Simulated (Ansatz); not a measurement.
# C2H10BNSi: a ladder of functionals and wavefunction methods

One table from this session's results is given with a row withheld; the runs are named, their logs left out.

Method: functionals in def2-TZVPP, the program's frozen cores in correlated methods; program: Ansatz 0.2.0, Gaussian basis.

Levels to be run: LDA (SPW92), PBE-D4, revPBE-D4, BLYP-D4, r2SCAN-D4, B97M-V, PBE0-D4, B3LYP-D4, r2SCANh-D4, r2SCAN0-D4, HSE06-D4, BHLYP-D4, CAM-B3LYP-D4, LC-ωPBE, ωB97X-V, ωB97M-V, B2PLYP, PBE-QIDH; CCSD(T)/def2-SVP; CCSD(T)/def2-TZVPP; MP2/def2-QZVPP; extrapolation to the limit; RPA on PBE.

## Structure used throughout

An earlier PBE0-D4 in a triple-zeta def2 set relaxation fixed the geometry.

SMILES `CB(C)[SiH2]N`, 15 atoms, charge 0, spin multiplicity 1.

Atoms are counted from 1 here; the program's logs count them from 0.

Bond lengths: C1–B2 1.562 Å, C1–H6 1.094 Å, C1–H7 1.103 Å, C1–H8 1.093 Å, B2–C3 1.564 Å, B2–Si4 2.030 Å, C3–H9 1.093 Å, C3–H10 1.102 Å, C3–H11 1.095 Å, Si4–N5 1.734 Å, Si4–H12 1.495 Å, Si4–H13 1.497 Å, N5–H14 1.008 Å, N5–H15 1.007 Å. Angles: B2–C1–H6 114.7°, B2–C1–H7 104.7°, B2–C1–H8 115.0°, H6–C1–H7 106.1°, H6–C1–H8 109.9°, H7–C1–H8 105.5°, C1–B2–C3 120.1°, C1–B2–Si4 121.4°, C3–B2–Si4 118.6°, B2–C3–H9 115.9°, B2–C3–H10 104.7°, B2–C3–H11 114.0°, H9–C3–H10 106.0°, H9–C3–H11 109.6°, H10–C3–H11 105.8°, B2–Si4–N5 119.4°, B2–Si4–H12 109.0°, B2–Si4–H13 107.1° and more.

As a file:

```xyz
15

C    -1.0953   -1.1744    0.6561
B     0.1585   -0.5847   -0.0653
C     1.2885   -1.5371   -0.5758
Si    0.3520    1.4102   -0.3859
N    -0.7786    2.5042    0.3429
H    -0.9457   -2.1652    1.0954
H    -1.8433   -1.3054   -0.1439
H    -1.5624   -0.5099    1.3871
H     1.9009   -1.1538   -1.3954
H     1.9688   -1.6497    0.2843
H     0.9434   -2.5473   -0.8176
H     1.7031    1.8491    0.0787
H     0.3006    1.6255   -1.8667
H    -1.7596    2.4254    0.1270
H    -0.6526    2.7623    1.3084
```

The first run:

Input file in.yaml:

```yaml
crystal:
  periodic: [false, false, false]
  atoms:
    - {symbol: C, position_ang: [-1.095313, -1.174415, 0.656061]}
    - {symbol: B, position_ang: [0.158499, -0.584747, -0.065254]}
    - {symbol: C, position_ang: [1.288512, -1.537114, -0.575836]}
    - {symbol: Si, position_ang: [0.351959, 1.410173, -0.385880]}
    - {symbol: N, position_ang: [-0.778586, 2.504202, 0.342905]}
    - {symbol: H, position_ang: [-0.945679, -2.165152, 1.095417]}
    - {symbol: H, position_ang: [-1.843345, -1.305351, -0.143914]}
    - {symbol: H, position_ang: [-1.562370, -0.509878, 1.387122]}
    - {symbol: H, position_ang: [1.900948, -1.153814, -1.395357]}
    - {symbol: H, position_ang: [1.968802, -1.649678, 0.284282]}
    - {symbol: H, position_ang: [0.943360, -2.547346, -0.817564]}
    - {symbol: H, position_ang: [1.703085, 1.849136, 0.078701]}
    - {symbol: H, position_ang: [0.300644, 1.625509, -1.866661]}
    - {symbol: H, position_ang: [-1.759589, 2.425396, 0.126990]}
    - {symbol: H, position_ang: [-0.652627, 2.762281, 1.308389]}
basis:
  gaussian: {orbitals: def2-TZVPP}
hamiltonian: {xc: lda}
output: {orbitals: {seedname: orbitals}}
```

Steps of the session up to this table: LDA; PBE-D4 (GGA); revPBE-D4 (GGA); BLYP-D4 (GGA); r2SCAN-D4 (meta-GGA); B97M-V (meta-GGA); PBE0-D4 (hybrid); B3LYP-D4 (hybrid); r2SCANh-D4 (hybrid); r2SCAN0-D4 (hybrid); HSE06-D4 (hybrid); BHLYP-D4 (hybrid); CAM-B3LYP-D4 (range-separated); LC-ωPBE (range-separated); ωB97X-V (range-separated); ωB97M-V (range-separated); B2PLYP (double hybrid); PBE-QIDH (double hybrid).

One table of the session follows, with a row left open; its other results are not shown here.

It belongs to the step «Orbital energies across the functionals». 

```
  functional  HOMO (eV)  gap (eV)
 LDA (SPW92)      -5.35      3.06
      PBE-D4      -5.25      3.16
   revPBE-D4      -5.20      3.21
     BLYP-D4      -5.15      3.24
   r2SCAN-D4      -5.50      3.72
      B97M-V      -5.61      3.77
     PBE0-D4      -6.52      5.40
    B3LYP-D4      -6.34      5.03
  r2SCANh-D4      -5.97      4.53
  r2SCAN0-D4      -6.69      5.74
    HSE06-D4          ?         ?
    BHLYP-D4      -7.74      7.69
CAM-B3LYP-D4      -7.90      7.93
     LC-ωPBE      -9.21     10.38
     ωB97X-V      -8.88      9.94
     ωB97M-V      -8.73      9.56
```

**Question.** Estimate the row for HSE06-D4.

The run gave: HOMO (eV): -6.12; gap (eV): 4.61. In the column «HOMO (eV)» it lies between B3LYP-D4 (-6.34) and r2SCANh-D4 (-5.97).
